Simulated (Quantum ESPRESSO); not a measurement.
The system is NaTaO2.

```
Na Ta O
1.0
     1.55718    0.89904    5.65317
    -1.55718    0.89904    5.65317
     0.00000   -1.79808    5.65317
Na Ta O
1 1 2
Direct
  0.50000 0.50000 0.50000
  0.00000 0.00000 0.00000
  0.26670 0.26670 0.26670
  0.73330 0.73330 0.73330
```

The cell comes from a database or a generator and needn't be the stable form of this composition.

Base run:

```yaml
Program: Quantum ESPRESSO 7.5
Functional: RPBE
Potentials_or_basis: PseudoDojo 0.5 SR PBE standard
Cutoff: 1197 eV
Density_cutoff: 4789 eV
k_mesh: 7 × 7 × 7
Occupations: gaussian, width 0.05 eV
Spin: collinear spin, ferromagnetic start
Starting_moments: "[0.0, 2.0, 0.0, 0.0] μB"
Hubbard_terms: Ta d U = 7 eV
```

Its results: band gap on the k mesh none (metal or under the smearing width); pressure 21.6 GPa; net moment 2.00 μB per cell; site moments Na +0.01; Ta +0.87; O +0.01 μB; largest force 2.072 eV/Å.

Task: After a change of settings the same cell gave: band gap on the k mesh none (metal or under the smearing width); pressure 20.7 GPa; net moment 2.00 μB per cell; site moments Na +0.01; Ta +0.87; O +0.01 μB; largest force 2.028 eV/Å. Which change was it?
A. functional from RPBE to PW91
B. functional from RPBE to PBEsol
C. functional from RPBE to LDA
D. functional from RPBE to revPBE

Result: D.

Caveats: the potentials were made for another functional, which shifts forces and pressure.
